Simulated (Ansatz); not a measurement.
# BiP: the cost of one run

Program: Ansatz 0.2.0. Level of theory: DFT PBE+D3(BJ), scalar-relativistic, plane waves, PAW. These are calculated values, not measurements.

## Step 1: The system as given

It takes space group P4/nmm (No. 129, tetragonal). The conventional cell has a = 4.400 Å, b = 4.400 Å, c = 6.176 Å, α = 90.00°, β = 90.00°, γ = 90.00°. Bi (site symmetry -4m2) has 4 P at 2.67 Å as nearest neighbours. P (site symmetry 4mm) has 4 Bi at 2.67 Å as nearest neighbours.

Coordinates:

```
Bi P
1.0
     4.40003    0.00000    0.00000
     0.00000    4.40003    0.00000
     0.00000    0.00000    6.17596
Bi P
2 2
Direct
  0.00000 0.00000 0.00000
  0.50000 0.50000 0.00000
  0.00000 0.50000 0.24498
  0.50000 0.00000 0.75502
```

A structure generator made this guess: sheets of the MnSb type stacked, one a cell (P4/nmm, No. 129). Its size is a rough estimate.

## Step 2: Probe: one point on a coarse mesh

input.yaml reads:

```yaml
crystal:
  lattice:
    - [4.40002609, 0.0, 0.0]
    - [0.0, 4.40002609, 0.0]
    - [0.0, 0.0, 6.17596316]
  atoms:
    - { symbol: Bi, position: [0.0, 0.0, 0.0] }
    - { symbol: Bi, position: [0.5, 0.5, 0.0] }
    - { symbol: P, position: [0.0, 0.5, 0.24497905] }
    - { symbol: P, position: [0.5, 0.0, 0.75502095] }
basis:
  ecutwfc: 420
kpoints:
  mp_grid: { grid: [4, 4, 4] }
hamiltonian:
  xc: pbe
  dispersion: d3bj
scf:
  occupations: { method: gaussian, width: 0.1 }
  lower_state_search: "off"
output:
  forces: true
  stress: true
  eigenvalues: true
```

Run with:

```console
$ ansatz run input.yaml --threads 1 --pin off --max-ram 2048MiB --backend cpu --events-out ev --progress --plain --runs-dir out
```

What time and memory should one allow on 1 thread of AMD EPYC 7R13 (Zen 3), shared host?

About 3.4 s, with a peak of 0.43 GiB.
